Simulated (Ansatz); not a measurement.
# Si4SnGe49: the cost of one run

Program: Ansatz 0.2.0. Level of theory: DFT PBEsol, scalar-relativistic, plane waves, PAW, and further levels as typed in the inputs. These are calculated values, not measurements.

### 1 Starting point

The structure is monoclinic, space group Cm (No. 8). The conventional cell has a = 20.789 Å, b = 12.002 Å, c = 12.002 Å, α = 90.00°, β = 125.26°, γ = 90.00°. Around Ge (site symmetry m) lie 4 Ge at 2.45 Å. Around Ge (site symmetry 1) lie 3 Ge at 2.45 Å and 1 Sn at 2.45 Å. Si (site symmetry 1) is surrounded by 4 Ge at 2.45 Å. Ge (site symmetry m) has 1 Sn at 2.45 Å and 3 Ge at 2.45 Å as nearest neighbours. Ge (site symmetry 1) has 4 Ge at 2.45 Å as nearest neighbours. Ge (site symmetry m) has 3 Ge at 2.45 Å and 1 Si at 2.45 Å as nearest neighbours. Around Ge (site symmetry 1) lie 3 Ge at 2.45 Å and 1 Si at 2.45 Å. Sn (site symmetry m) is surrounded by 4 Ge at 2.45 Å. Only part of the 36 independent sites is listed.

Structure file:

```
Ge Si Sn
1.0
     0.00000    8.48700    8.48700
     8.48700    0.00000    8.48700
     8.48700    8.48700    0.00000
Ge Si Sn
49 4 1
Cartesian
  0.0000 0.0000 0.0000
  2.8290 2.8290 0.0000
  5.6580 5.6580 0.0000
  5.6580 2.8290 2.8290
  5.6580 0.0000 5.6580
  8.4870 2.8290 5.6580
  11.3160 5.6580 5.6580
  1.4145 1.4145 1.4145
  7.0725 7.0725 1.4145
  4.2435 1.4145 4.2435
  7.0725 4.2435 4.2435
  9.9015 7.0725 4.2435
  7.0725 1.4145 7.0725
  9.9015 4.2435 7.0725
  12.7305 7.0725 7.0725
  0.0000 2.8290 2.8290
  2.8290 5.6580 2.8290
  5.6580 8.4870 2.8290
  2.8290 2.8290 5.6580
  5.6580 5.6580 5.6580
  5.6580 2.8290 8.4870
  8.4870 5.6580 8.4870
  11.3160 8.4870 8.4870
  1.4145 4.2435 4.2435
  4.2435 7.0725 4.2435
  7.0725 9.9015 4.2435
  4.2435 4.2435 7.0725
  7.0725 7.0725 7.0725
  9.9015 9.9015 7.0725
  7.0725 4.2435 9.9015
  9.9015 7.0725 9.9015
  12.7305 9.9015 9.9015
  0.0000 5.6580 5.6580
  2.8290 8.4870 5.6580
  5.6580 11.3160 5.6580
  2.8290 5.6580 8.4870
  5.6580 8.4870 8.4870
  8.4870 11.3160 8.4870
  5.6580 5.6580 11.3160
  8.4870 8.4870 11.3160
  11.3160 11.3160 11.3160
  1.4145 7.0725 7.0725
  4.2435 9.9015 7.0725
  7.0725 12.7305 7.0725
  4.2435 7.0725 9.9015
  7.0725 9.9015 9.9015
  9.9015 12.7305 9.9015
  7.0725 7.0725 12.7305
  9.9015 9.9015 12.7305
  2.8290 0.0000 2.8290
  8.4870 5.6580 2.8290
  8.4870 8.4870 5.6580
  12.7305 12.7305 12.7305
  4.2435 4.2435 1.4145
```

### 2 Relaxing the atoms: Si4SnGe49, no spin

input.yaml reads:

```yaml
crystal:
  lattice:
    - [0.0, 8.487, 8.487]
    - [8.487, 0.0, 8.487]
    - [8.487, 8.487, 0.0]
  atoms:
    - { symbol: Ge, position: [0.0, 0.0, 0.0] }
    - { symbol: Ge, position: [0.0, 0.0, 0.33333333] }
    - { symbol: Ge, position: [0.0, 0.0, 0.66666667] }
    - { symbol: Si, position: [0.0, 0.33333333, 0.0] }
    - { symbol: Ge, position: [0.0, 0.33333333, 0.33333333] }
    - { symbol: Si, position: [0.0, 0.33333333, 0.66666667] }
    - { symbol: Ge, position: [0.0, 0.66666667, 0.0] }
    - { symbol: Ge, position: [0.0, 0.66666667, 0.33333333] }
    - { symbol: Ge, position: [0.0, 0.66666667, 0.66666667] }
    - { symbol: Ge, position: [0.08333333, 0.08333333, 0.08333333] }
    - { symbol: Sn, position: [0.08333333, 0.08333333, 0.41666667] }
    - { symbol: Ge, position: [0.08333333, 0.08333333, 0.75] }
    - { symbol: Ge, position: [0.08333333, 0.41666667, 0.08333333] }
    - { symbol: Ge, position: [0.08333333, 0.41666667, 0.41666667] }
    - { symbol: Ge, position: [0.08333333, 0.41666667, 0.75] }
    - { symbol: Ge, position: [0.08333333, 0.75, 0.08333333] }
    - { symbol: Ge, position: [0.08333333, 0.75, 0.41666667] }
    - { symbol: Ge, position: [0.08333333, 0.75, 0.75] }
    - { symbol: Ge, position: [0.33333333, 0.0, 0.0] }
    - { symbol: Ge, position: [0.33333333, 0.0, 0.33333333] }
    - { symbol: Ge, position: [0.33333333, 0.0, 0.66666667] }
    - { symbol: Ge, position: [0.33333333, 0.33333333, 0.0] }
    - { symbol: Ge, position: [0.33333333, 0.33333333, 0.33333333] }
    - { symbol: Si, position: [0.33333333, 0.33333333, 0.66666667] }
    - { symbol: Ge, position: [0.33333333, 0.66666667, 0.0] }
    - { symbol: Ge, position: [0.33333333, 0.66666667, 0.33333333] }
    - { symbol: Ge, position: [0.33333333, 0.66666667, 0.66666667] }
    - { symbol: Ge, position: [0.41666667, 0.08333333, 0.08333333] }
    - { symbol: Ge, position: [0.41666667, 0.08333333, 0.41666667] }
    - { symbol: Ge, position: [0.41666667, 0.08333333, 0.75] }
    - { symbol: Ge, position: [0.41666667, 0.41666667, 0.08333333] }
    - { symbol: Ge, position: [0.41666667, 0.41666667, 0.41666667] }
    - { symbol: Ge, position: [0.41666667, 0.41666667, 0.75] }
    - { symbol: Ge, position: [0.41666667, 0.75, 0.08333333] }
    - { symbol: Ge, position: [0.41666667, 0.75, 0.41666667] }
    - { symbol: Ge, position: [0.41666667, 0.75, 0.75] }
    - { symbol: Ge, position: [0.66666667, 0.0, 0.0] }
    - { symbol: Ge, position: [0.66666667, 0.0, 0.33333333] }
    - { symbol: Ge, position: [0.66666667, 0.0, 0.66666667] }
    - { symbol: Ge, position: [0.66666667, 0.33333333, 0.0] }
    - { symbol: Ge, position: [0.66666667, 0.33333333, 0.33333333] }
    - { symbol: Ge, position: [0.66666667, 0.33333333, 0.66666667] }
    - { symbol: Ge, position: [0.66666667, 0.66666667, 0.0] }
    - { symbol: Ge, position: [0.66666667, 0.66666667, 0.33333333] }
    - { symbol: Ge, position: [0.66666667, 0.66666667, 0.66666667] }
    - { symbol: Ge, position: [0.75, 0.08333333, 0.08333333] }
    - { symbol: Ge, position: [0.75, 0.08333333, 0.41666667] }
    - { symbol: Ge, position: [0.75, 0.08333333, 0.75] }
    - { symbol: Ge, position: [0.75, 0.41666667, 0.08333333] }
    - { symbol: Ge, position: [0.75, 0.41666667, 0.41666667] }
    - { symbol: Ge, position: [0.75, 0.41666667, 0.75] }
    - { symbol: Ge, position: [0.75, 0.75, 0.08333333] }
    - { symbol: Ge, position: [0.75, 0.75, 0.41666667] }
    - { symbol: Si, position: [0.75, 0.75, 0.75] }
scf:
  occupations: { method: gaussian, width: 0.03 }
output:
  forces: true
  stress: true
hamiltonian:
  xc: pbesol
kpoints:
  mp_grid: { grid: [2, 2, 2] }
relax:
  f_tol: 0.005
```

Command:

```sh
> ansatz run input.yaml --threads 12 --pin off --max-ram 24576MiB --backend cpu --events-out ev --progress --plain --runs-dir out
```

**Question.** How long does this run take on 12 threads of AMD EPYC 9R45 (Zen 5), shared host, and how much memory does it need?

About 27 s, with a peak of 13 GiB.
